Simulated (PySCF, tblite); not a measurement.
# C₆H₅O₂S radical: geometry, infrared bands and EPR parameters

Aim: predict the infrared bands and EPR parameters of C₆H₅O₂S radical (`C#C[C]1C(=O)[C@@H](C)[S@@]1=O`).

Programs: tblite 0.8.0 and PySCF 2.14.0, with density-fitted response routines of our own. Each step states its level of theory. These are calculated values for one molecule in the gas phase, unless marked as measured. Atoms are numbered from 0 throughout.

## Step 1: Starting geometry

14 atoms, charge 0, multiplicity 2; geometry from: force field or distance geometry start.

Bonds of the start (Å): C0–C1 1.22, C1–C2 1.47, C2–C3 1.49, C3–O4 1.24, C3–C5 1.48, C5–C6 1.52, C5–S7 1.80, S7–O8 1.54, S7–C2 1.81, C0–H9 1.03, C5–H10 1.11, C6–H11 1.12, C6–H12 1.10, C6–H13 1.11.

## Step 2: Relaxing the molecule with GFN2-xTB

The job: settings as JSON, then the geometry in Å.

```
{"job": {"kind": "relax", "xc": "GFN2-xTB", "basis": "xTB"}, "charge": 0, "multiplicity": 2}
C      3.443800     0.026700    -0.140900
C      2.296200     0.295600     0.169500
C      0.921600     0.614000     0.572000
C      0.089200    -0.625600     0.597800
O      0.212200    -1.639300     1.299200
C     -0.894700    -0.249400    -0.438100
C     -2.293000     0.009200     0.096700
S     -0.044900     1.297100    -0.802500
O      0.721300     1.273400    -2.136700
H      4.410100    -0.212400    -0.403500
H     -0.925500    -0.916800    -1.319800
H     -3.057200    -0.481200    -0.563400
H     -2.514000     1.089500     0.136700
H     -2.365800    -0.481200     1.085200
```

Launch:

```bash
> OMP_NUM_THREADS=1 python probes_run.py task.json out
```

The driver reads the jobs from task.json and runs them one after another.

The log of the run:

```text
step      E/eV     max force
  0    -723.08101    4.100
  1    -723.55723    4.600
  2    -723.70998    2.002
  3    -723.79721    1.318
  4    -723.82696    1.964
  5    -723.86864    0.735
  6    -723.88670    0.551
  7    -723.90553    0.388
  8    -723.91679    0.370
  9    -723.93549    0.484
 10    -723.95046    0.461
 11    -723.96596    0.360
 12    -723.98451    0.372
 13    -724.00575    0.421
 14    -724.02467    0.358
 15    -724.04160    0.340
 16    -724.05821    0.400
 17    -724.07514    0.385
 18    -724.09197    0.299
 19    -724.10435    0.242
 20    -724.11055    0.153
 21    -724.11459    0.210
 22    -724.11862    0.159
 23    -724.12120    0.453
 24    -724.12416    0.129
 25    -724.12555    0.110
 26    -724.12636    0.067
 27    -724.12687    0.066
 28    -724.12775    0.078
 29    -724.12854    0.091
 30    -724.12935    0.089
 31    -724.12999    0.054
 32    -724.13058    0.054
 33    -724.13128    0.092
 34    -724.13227    0.111
 35    -724.13361    0.128
 36    -724.13535    0.122
 37    -724.13755    0.131
 38    -724.14039    0.162
 39    -724.14381    0.185
 40    -724.14713    0.152
 41    -724.14973    0.142
 42    -724.15189    0.124
 43    -724.15405    0.137
 44    -724.15602    0.182
 45    -724.15861    0.132
 46    -724.16109    0.123
 47    -724.16268    0.132
 48    -724.16508    0.153
 49    -724.16778    0.164
 50    -724.17015    0.189
 51    -724.17358    0.198
 52    -724.17694    0.166
 53    -724.18176    0.189
 54    -724.18382    0.156
 55    -724.18698    0.089
 56    -724.18799    0.090
 57    -724.18878    0.095
 58    -724.18959    0.086
 59    -724.19186    0.099
 60    -724.19312    0.114
 61    -724.19494    0.120
 62    -724.19635    0.099
 63    -724.19777    0.091
 64    -724.19888    0.108
 65    -724.19966    0.116
 66    -724.20064    0.117
 67    -724.20225    0.084
 68    -724.20428    0.086
 69    -724.20632    0.085
 70    -724.20833    0.116
 71    -724.20977    0.105
 72    -724.21059    0.054
 73    -724.21113    0.077
 74    -724.21177    0.075
 75    -724.21241    0.066
 76    -724.21288    0.055
 77    -724.21324    0.065
 78    -724.21359    0.054
 79    -724.21395    0.044
 80    -724.21423    0.044
 81    -724.21444    0.044
 82    -724.21463    0.037
 83    -724.21487    0.047
 84    -724.21511    0.043
 85    -724.21528    0.025
 86    -724.21538    0.026
 87    -724.21547    0.023
 88    -724.21559    0.033
 89    -724.21576    0.038
 90    -724.21591    0.041
 91    -724.21599    0.023
 92    -724.21602    0.016
 93    -724.21604    0.009
```

Wall time 1.3 s (1 thread of AMD EPYC, shared host).

Relaxation path: (not every step is listed)

| step | energy from step 0 (eV) | largest force (eV/Å) |
| --- | --- | --- |
| 0 | 0.0000 | 4.1000 |
| 1 | -0.4762 | 4.5999 |
| 2 | -0.6290 | 2.0023 |
| 3 | -0.7162 | 1.3183 |
| 4 | -0.7459 | 1.9640 |
| 5 | -0.7876 | 0.7349 |
| 6 | -0.8057 | 0.5509 |
| 7 | -0.8245 | 0.3879 |
| 8 | -0.8358 | 0.3703 |
| 16 | -0.9772 | 0.4001 |
| 24 | -1.0431 | 0.1289 |
| 32 | -1.0496 | 0.0536 |
| 40 | -1.0661 | 0.1518 |
| 48 | -1.0841 | 0.1531 |
| 56 | -1.1070 | 0.0896 |
| 64 | -1.1179 | 0.1083 |
| 72 | -1.1296 | 0.0544 |
| 80 | -1.1332 | 0.0437 |
| 88 | -1.1346 | 0.0334 |
| 89 | -1.1348 | 0.0379 |
| 90 | -1.1349 | 0.0411 |
| 91 | -1.1350 | 0.0228 |
| 92 | -1.1350 | 0.0157 |
| 93 | -1.1350 | 0.0091 |

Distances of close pairs at the start and the end, largest changes first:

| bond | before (Å) | after (Å) | change (Å) |
| --- | --- | --- | --- |
| C1–C2 | 1.467 | 1.356 | -0.111 |
| C5–S7 | 1.802 | 1.886 | +0.084 |
| S7–O8 | 1.539 | 1.457 | -0.081 |
| C2–C3 | 1.493 | 1.446 | -0.048 |
| C3–C5 | 1.477 | 1.524 | +0.047 |
| C6–H11 | 1.123 | 1.088 | -0.035 |
| C3–O4 | 1.239 | 1.208 | -0.031 |
| C0–H9 | 1.029 | 1.050 | +0.020 |

The next job starts from the end point, and lists it.

## Step 3: Infrared spectrum with GFN2-xTB

The job: settings as JSON, then the geometry in Å.

```
{"job": {"kind": "ir", "xc": "GFN2-xTB", "basis": "xTB"}, "charge": 0, "multiplicity": 2}
C      3.679580     0.270363     0.162084
C      2.469122     0.194575     0.058656
C      1.124795     0.125249    -0.106744
C      0.106091    -0.765662     0.401862
O      0.137877    -1.618046     1.256967
C     -1.051647    -0.307258    -0.477270
C     -2.318547     0.098908     0.241937
S     -0.010632     1.129926    -1.115939
O      0.287537     0.972597    -2.533829
H      4.721815     0.322873     0.275151
H     -1.246897    -1.009918    -1.289097
H     -3.052460     0.489363    -0.459316
H     -2.104391     0.862072     0.987658
H     -2.742920    -0.765516     0.750078
```

The log of the run:

```text
mode    cm-1     km/mol
  1      38.0      7.05
  2      89.5      3.52
  3     115.9      1.89
  4     162.1      0.70
  5     180.8      2.96
  6     196.0     14.46
  7     270.9      8.06
  8     298.8      5.20
  9     359.7      1.35
 10     375.2      0.53
 11     427.4      3.81
 12     488.4      8.41
 13     552.6     24.53
 14     584.8      5.59
 15     612.6     25.03
 16     679.6     39.55
 17     701.5      9.27
 18     871.3      8.08
 19     968.8      3.88
 20     977.0     35.96
 21    1043.6      8.99
 22    1091.7     23.61
 23    1135.4     77.11
 24    1149.2    253.04
 25    1240.9      2.80
 26    1341.8     31.36
 27    1399.5      6.12
 28    1476.4      8.60
 29    1483.1      1.83
 30    1720.8    415.35
 31    2102.4     36.53
 32    2972.1      2.51
 33    3028.1      8.72
 34    3036.6     18.34
 35    3040.0     11.06
 36    3383.1     36.06
```

Run time: 1.1 s. Hardware: 1 thread of AMD EPYC, shared host.

The strongest bands and the atoms that carry them (share of the mass-weighted mode):

| cm⁻¹ | km/mol | atoms |
| --- | --- | --- |
| 680 | 39.5 | C5 44 %, S7 17 % |
| 977 | 36.0 | C3 24 %, C2 22 %, H11 14 %, H10 14 % |
| 1135 | 77.1 | C5 28 %, C6 18 %, H10 14 %, O8 12 % |
| 1149 | 253.0 | O8 49 %, S7 26 % |
| 1342 | 31.4 | C2 74 %, C0 12 % |
| 1721 | 415.4 | C3 63 %, O4 35 % |
| 2102 | 36.5 | C1 61 %, C0 31 % |
| 3383 | 36.1 | H9 88 %, C0 12 % |

## Step 4: EPR parameters: B3LYP/pcH-1

Settings changed since step 3:

```diff
@@ -1,2 +1,2 @@
-{"job": {"kind": "ir", "xc": "GFN2-xTB", "basis": "xTB"}, "charge": 0, "multiplicity": 2}
+{"job": {"kind": "epr", "basis": "pcH-1"}, "charge": 0, "multiplicity": 2}
 C      3.679580     0.270363     0.162084
```

Level: UKS B3LYP, pcH-1 on C H O S, non-relativistic, mean-field spin-orbit, GIAO.

The log of the run:

```text
UKS, coarse grid
  cycle   1  E = -779.81435411  |g| = 9.15e-01
  cycle   2  E = -776.91239545  |g| = 2.70e+00
  cycle   3  E = -780.07787948  |g| = 2.96e-01
  cycle   4  E = -780.10824235  |g| = 2.03e-01
  cycle   5  E = -780.12773858  |g| = 7.39e-02
  cycle   6  E = -780.12992013  |g| = 2.59e-02
  cycle   7  E = -780.13025875  |g| = 1.14e-02
  cycle   8  E = -780.13036919  |g| = 5.55e-03
  cycle   9  E = -780.13040054  |g| = 4.37e-03
  cycle  10  E = -780.13041505  |g| = 1.94e-03
  cycle  11  E = -780.13041854  |g| = 1.64e-03
  cycle  12  E = -780.13042080  |g| = 3.03e-04
UKS, final grid
  cycle   1  E = -780.13038327  |g| = 3.71e-04
  cycle   2  E = -780.13038317  |g| = 6.59e-04
  cycle   3  E = -780.13038338  |g| = 1.47e-04
  cycle   4  E = -780.13038339  |g| = 6.63e-05
  cycle   5  E = -780.13038340  |g| = 4.09e-05
  cycle   6  E = -780.13038340  |g| = 1.44e-05
E = -780.13038340 Eh   <S^2> = 0.7698 (exact 0.7500)
g shifts (ppm)      1          2          3
  rmc          -183       -183       -183
  gc              1         32         42
  oz_so        -201       1742       7531
  total        -382       1592       7391
hyperfine (MHz)  atom isotope    a_iso     a_fc   dipolar eigenvalues
    0   13C      37.61      37.59    -38.40    -28.76     67.15
    1   13C     -49.71     -49.75    -15.13     -2.48     17.61
    2   13C      58.08      58.08    -47.12    -44.36     91.48
    3   13C     -28.31     -28.38     -8.85      1.07      7.79
    4   17O     -13.88     -13.35    -64.19     31.73     32.46
    5   13C       5.93       5.93     -2.53     -0.91      3.44
    6   13C       1.29       1.29     -0.97     -0.85      1.82
    7   33S      23.96      23.94     -3.55     -1.94      5.49
    8   17O      -0.23      -0.09    -15.26      6.69      8.57
    9    1H     -35.59     -35.61    -16.63     -2.41     19.04
   10    1H      -0.59      -0.59     -2.45     -1.29      3.74
   11    1H      -1.30      -1.30     -1.08     -0.54      1.62
   12    1H      -0.42      -0.42     -1.16     -0.94      2.11
   13    1H       2.44       2.44     -1.30     -0.29      1.59
```

Run time: 2.5 min. Hardware: 1 thread of AMD EPYC, shared host; peak memory 0.97 GiB.

Principal g values 2.00194, 2.00391, 2.00971; g(iso) = 2.00519, against 2.00232 for a free electron.

Mean a(iso) over the nuclei that a row names, and the largest dipolar term of the row (other rows stand at the frozen geometry):

| nuclei | isotope | a(iso) (MHz) | a(iso) (G, at g = 2.0023) | largest dipolar term (MHz) |
| --- | --- | --- | --- | --- |
| C2 | 13C | 58.1 | 20.7 | 91.5 |
| C1 | 13C | -49.7 | -17.7 | 17.6 |
| C0 | 13C | 37.6 | 13.4 | 67.2 |
| H9 | 1H | -35.6 | -12.7 | 19.0 |
| C3 | 13C | -28.3 | -10.1 | -8.9 |
| S7 | 33S | 24.0 | 8.6 | 5.5 |
| O4 | 17O | -13.9 | -5.0 | -64.2 |
| C5 | 13C | 5.9 | 2.1 | 3.4 |
| C6 | 13C | 1.3 | 0.5 | 1.8 |
| H10 | 1H | -0.6 | -0.2 | 3.7 |
| H11, H12, H13 | 1H | 0.2 | 0.1 | 2.1 |
| O8 | 17O | -0.2 | -0.1 | -15.3 |

Mulliken spin populations:

C0 0.45; C1 -0.19; C2 0.58; C3 -0.08; O4 0.20; C5 0.02; C6 0.01; S7 0.00; O8 0.02; H9 -0.02; H10 0.00; H11 0.00; H12 0.00; H13 0.00

In first order the couplings over 0.8 MHz of 1H give 2 distinct lines over 12.7 G, if the averaged nuclei exchange fast.

Orbitals, density, ELF and potential are computed afterwards from the orbital file.

ELF in a plane through or near 7 of the atoms.

Ten even steps from ' ' (0.00) to '@' (1.00):
```
                                                        
                                                        
                                                        
                          ..                            
                      ..======::                        
              ....    ..++****==    ::++::              
            ::----..    --****::  ..%%@@%%              
      ..****++**##++::  --++**::  ++@@@@@@::            
      %%@@@@%%==%%++##++%%**++++==++##@@++              
      @@@@@@##**##%%%%..--==--++%%==::##++..            
      ++@@@@##**%%--%%::++----**######@@@@++            
        ..--++####==--++%%--++%%==::##@@@@##..          
          ..::==--    ..++==::**..  ..@@@@--            
                      ::****++==      ....              
                      ==####**::                        
                      ++%%%%##--                        
                      ::==++==..                        
                                                        
                                                        
                                                        
```
The map spans 14.7 Å across and 10.3 Å up, centred on the molecule. Atoms in the plane (x, y in Å): C0 (-3.7, 0.2), C1 (-2.5, 0.1), C2 (-1.1, 0.0), C6 (2.3, 0.2), S7 (0.0, -1.4), H9 (-4.7, 0.3), H11 (3.0, -0.6).

log10 of the density (e/Å³) in the same plane.

Ten even steps from ' ' (-4.0) to '@' (1.8):
```
                                                        
                                                        
                          ....                          
                      ..------::..                      
            ..........--==++++==--........              
        ..::::----::::==++****++--------::..            
      ..::----====----==++****++==========::..          
    ..::==++++++++++++++++****++==++****++--::          
    ..--++****####********##********##**++--::          
    ..==++####%%##@@######******####%%**++--::          
    ..--++****############******##**####++==::          
      ::--==++++++++++****####****++****++--::          
      ..::----========++**%%%%**++========::..          
          ..::::::::--++**####++==--::::::..            
              ....::--++####**++--::......              
                  ..--==******==--..                    
                    ::--==++==--::                      
                      ..::--::..                        
                        ......                          
                                                        
```
The map spans 14.7 Å across and 10.3 Å up, centred on the molecule. Atoms in the plane (x, y in Å): C0 (-3.7, 0.2), C1 (-2.5, 0.1), C2 (-1.1, 0.0), C6 (2.3, 0.2), S7 (0.0, -1.4), H9 (-4.7, 0.3), H11 (3.0, -0.6).

On the surface of density 0.002 e/bohr³ the electrostatic potential runs, from the 1st to the 99th percentile, from -1.74 V near O8 to 1.99 V near H9.

The spin density lies nearest to C2 33 %; C0 26 %; O4 14 %; C1 9 % (beta excess).

## Step 5: What came out

| quantity | value |
| --- | --- |
| strongest single infrared mode (GFN2-xTB) | 1721 cm⁻¹, 415 km/mol |
| zero-point energy (GFN2-xTB) | 56.6 kcal/mol |
| g(iso) (B3LYP) | 2.00519 |
| ⟨S²⟩ | 0.770 (exact 0.75) |
| largest a(iso) (averaged by class) | 13C on C2, 58.1 MHz |
| surface potential, 1st and 99th percentile | -1.74 V and 1.99 V |

In words: The optimisation took 93 steps and gained 1.135 eV; among the close pairs (by a distance rule), C1–C2 changed most, from 1.467 to 1.356 Å. All 36 modes are real, so the xTB geometry is a minimum. The strongest single mode, at 1721 cm⁻¹, moves mainly C3 and O4. Unscaled tight-binding wavenumbers are off by several per cent, some by more. Its intensities can rank the bands wrongly. The largest spin populations lie on C2 (0.58 e), C0 (0.45 e). The isotropic g lies 2.9 ppt above the free-electron value.
